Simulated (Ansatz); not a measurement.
**C₂H₆O₃Si: one species, many methods**

One table from this session's results is given with a row withheld; the runs are named, their logs left out.

Method: functionals in def2-TZVPP, the program's frozen cores in correlated methods; program: Ansatz 0.2.0, Gaussian basis.

The runs, in order: LDA (SPW92), PBE-D4, revPBE-D4, BLYP-D4, r2SCAN-D4, B97M-V, PBE0-D4, B3LYP-D4, r2SCANh-D4, r2SCAN0-D4, HSE06-D4, BHLYP-D4, CAM-B3LYP-D4, LC-ωPBE, ωB97X-V, ωB97M-V, B2PLYP, PBE-QIDH; CCSD(T)/def2-SVP; CCSD(T)/def2-TZVPP; MP2/def2-QZVPP; extrapolation to the limit; RPA on PBE.

## The geometry

The geometry comes from an earlier relaxation with PBE0-D4 in a triple-zeta def2 set; it is a stationary point, not always the lowest conformer.

SMILES `C=C[Si](O)(O)O`, 12 atoms, charge 0, spin multiplicity 1.

Atoms are counted from 1 here; the program's logs count them from 0.

Bond lengths: C1–C2 1.331 Å, C1–H7 1.087 Å, C1–H8 1.086 Å, C2–Si3 1.848 Å, C2–H9 1.089 Å, Si3–O4 1.633 Å, Si3–O5 1.643 Å, Si3–O6 1.637 Å, O4–H10 0.959 Å, O5–H11 0.958 Å, O6–H12 0.958 Å. Angles: C2–C1–H7 121.6°, C2–C1–H8 122.3°, H7–C1–H8 116.0°, C1–C2–Si3 123.3°, C1–C2–H9 118.1°, Si3–C2–H9 118.5°, C2–Si3–O4 105.8°, C2–Si3–O5 110.5°, C2–Si3–O6 114.2°, O4–Si3–O5 114.1°, O4–Si3–O6 107.2°, O5–Si3–O6 105.2°, Si3–O4–H10 116.9°, Si3–O5–H11 117.2°, Si3–O6–H12 116.9°.

Set-up of the first run:

File in.yaml:

```yaml
crystal:
  periodic: [false, false, false]
  atoms:
    - {symbol: C, position_ang: [-1.486984, -1.381065, 0.024026]}
    - {symbol: C, position_ang: [-0.172869, -1.183199, 0.089498]}
    - {symbol: Si, position_ang: [0.606435, 0.490508, 0.011152]}
    - {symbol: O, position_ang: [1.900002, 0.332175, -0.972975]}
    - {symbol: O, position_ang: [-0.485972, 1.611217, -0.490395]}
    - {symbol: O, position_ang: [1.156907, 1.043588, 1.449757]}
    - {symbol: H, position_ang: [-2.182865, -0.554194, -0.090306]}
    - {symbol: H, position_ang: [-1.929618, -2.371304, 0.086674]}
    - {symbol: H, position_ang: [0.471995, -2.052051, 0.209700]}
    - {symbol: H, position_ang: [2.558905, 1.027829, -0.939262]}
    - {symbol: H, position_ang: [-0.886283, 1.478093, -1.350563]}
    - {symbol: H, position_ang: [0.527248, 1.503203, 2.006694]}
basis:
  gaussian: {orbitals: def2-TZVPP}
hamiltonian: {xc: lda}
output: {orbitals: {seedname: orbitals}}
```

Run with:

```console
> ansatz run in.yaml --threads 4 --pin off --events-out ev --progress --plain --max-ram 10444MiB
```

Steps of the session up to this table: LDA; PBE-D4 (GGA); revPBE-D4 (GGA); BLYP-D4 (GGA); r2SCAN-D4 (meta-GGA); B97M-V (meta-GGA); PBE0-D4 (hybrid); B3LYP-D4 (hybrid); r2SCANh-D4 (hybrid); r2SCAN0-D4 (hybrid); HSE06-D4 (hybrid); BHLYP-D4 (hybrid); CAM-B3LYP-D4 (range-separated); LC-ωPBE (range-separated); ωB97X-V (range-separated); ωB97M-V (range-separated); B2PLYP (double hybrid); PBE-QIDH (double hybrid).

One table of the session follows, with a row left open; its other results are not shown here.

It belongs to the step «Orbital energies across the functionals». 

```
  functional  HOMO (eV)  gap (eV)
 LDA (SPW92)      -7.07      5.35
      PBE-D4      -6.87      5.40
   revPBE-D4          ?         ?
     BLYP-D4      -6.70      5.38
   r2SCAN-D4      -7.11      5.86
      B97M-V      -7.10      5.90
     PBE0-D4      -8.07      7.61
    B3LYP-D4      -7.82      7.13
  r2SCANh-D4      -7.57      6.68
  r2SCAN0-D4      -8.23      7.89
    HSE06-D4      -7.67      6.82
    BHLYP-D4      -9.05      9.69
CAM-B3LYP-D4      -9.42     10.11
     LC-ωPBE     -10.87     12.75
     ωB97X-V     -10.45     12.24
     ωB97M-V     -10.35     12.01
```

Estimate the missing values for revPBE-D4.

As computed: HOMO (eV): -6.80; gap (eV): 5.42. In the column «HOMO (eV)» it lies between PBE-D4 (-6.87) and BLYP-D4 (-6.70).
